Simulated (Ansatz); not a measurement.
## FH₄NOSi, SMILES N[SiH](O)F: a short molecular-dynamics run

Run with the Python package of Ansatz (0.2.0).

`run_md.py`
```python
"""A short Born-Oppenheimer trajectory of FH4NOSi."""

import warnings

import ansatz
import numpy as np

GEOMETRY = """
N    -1.02550    0.40400   -0.05430
Si    0.53050   -0.03120   -0.19890
O     0.69910   -1.06550    1.04350
F     0.75600   -0.81170   -1.57390
H    -1.30120    0.99460   -0.90410
H    -1.15220    1.09040    0.72810
H     1.42820    1.16130   -0.11510
H     0.15730   -1.79900    1.01900
"""


def main() -> None:
    warnings.simplefilter("ignore", ansatz.DeckWarning)

    geometry = ansatz.Crystal.molecule()
    for line in GEOMETRY.strip().splitlines():
        symbol, *xyz = line.split()
        geometry = geometry.atom(symbol, [float(v) for v in xyz])

    setup = geometry.calculation().basis(gaussian="def2-SVP").functional("PBE")
    symbols = [site.symbol for site in geometry.cartesian_sites]
    start = np.array([site.position_ang for site in geometry.cartesian_sites], dtype=float)
    data = setup.relax(force_tolerance=0.02).run().report
    end = np.array(data["positions_ang"])
    minimum = ansatz.Crystal.molecule()
    for symbol, place in zip(symbols, end):
        minimum = minimum.atom(symbol, place.tolist())

    # dynamics from the relaxed geometry
    setup = (
        minimum.calculation()
        .basis(gaussian="def2-SVP")
        .functional("PBE")
        .md("nvt_langevin", timestep=0.25, steps=20, temperature=200, initial_velocities="maxwell_boltzmann", seed=83, friction=0.05)
    )
    frames = []
    done = setup.session().plan().execute(on_event=lambda e: frames.append(e["data"]) if e["event"] == "md_step" else None)
    print("t (fs)   E_pot (eV)      E_kin (eV)   T (K)   d(0-1) (A)")
    for f in frames[::2]:
        xyz = np.array(f["positions_ang"])
        print(f"{f['time_fs']:6.2f} {f['lagrangian_ev']:14.5f} {f['e_kin_ev']:10.5f} {f['temperature_k']:8.1f} {np.linalg.norm(xyz[0] - xyz[1]):9.4f}")
    print("mean temperature", round(float(np.mean([f["temperature_k"] for f in frames])), 1), "K")


if __name__ == "__main__":
    main()
```

```console
$ python run_md.py
t (fs)   E_pot (eV)      E_kin (eV)   T (K)   d(0-1) (A)
  0.00   -14182.16991    0.18096    175.0    1.7274
  0.50   -14182.16281    0.20826    201.4    1.7289
  1.00   -14182.14425    0.19425    187.8    1.7302
  1.50   -14182.12101    0.19351    187.1    1.7307
  2.00   -14182.10350    0.21138    204.4    1.7305
  2.50   -14182.09736    0.20246    195.8    1.7303
  3.00   -14182.10539    0.22013    212.9    1.7299
  3.50   -14182.11634    0.21643    209.3    1.7293
  4.00   -14182.12082    0.23608    228.3    1.7291
  4.50   -14182.11607    0.19033    184.1    1.7293
  5.00   -14182.10296    0.14402    139.3    1.7301
mean temperature 195.4 K
```

Reading the output:
- Total energies depend on the basis set; only differences at equal settings carry meaning.
- The trajectory is only some femtoseconds long, so its temperature is not equilibrated; where the script doesn't relax first, it starts from a rough generated geometry.
- The printed temperature counts all 3N degrees of freedom under Langevin dynamics, so the first row lies under the target.
- It ran for 67 s on 1 thread of Arm Neoverse V1, with other jobs on the host, peak memory 0.22 GiB.
